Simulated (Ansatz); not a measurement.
Crystal: AlFe3B.

```
Fe Al B
1.0
     3.82232    0.00000    0.00000
     0.00000    3.82232    0.00000
     0.00000    0.00000    3.82232
Fe Al B
3 1 1
Direct
  0.00000 0.00000 0.50000
  0.00000 0.50000 0.00000
  0.50000 0.00000 0.00000
  0.50000 0.50000 0.50000
  0.00000 0.00000 0.00000
```

The cell comes from a database or a generator and needn't be the stable form of this composition.

Base run:

- Program: Ansatz 0.2.0
- Functional: PBEsol
- Potentials or basis: Ansatz PAW
- Cutoff: 420 eV (not typed: the program's choice for these potentials)
- k mesh: 7 × 7 × 7
- Occupations: fermi-dirac, width 0.05 eV
- Spin: no spin polarisation

Its results: band gap on the k mesh none (metal or under the smearing width); pressure -13.2 GPa.

Problem. The run is repeated on the same cell with these changes: spin from no spin polarisation to collinear spin, ferrimagnetic start. What comes out?

Solution. Band gap on the k mesh none (metal or under the smearing width); pressure -7.7 GPa; net moment 4.11 μB per cell; site moments Fe +1.37; Al -0.11; B -0.11 μB.

Caveats: the PAW data sets come from PBE, with cores solved anew for the run's functional, which leaves a small shift of forces and pressure; the starting moments weren't kept (some runs).
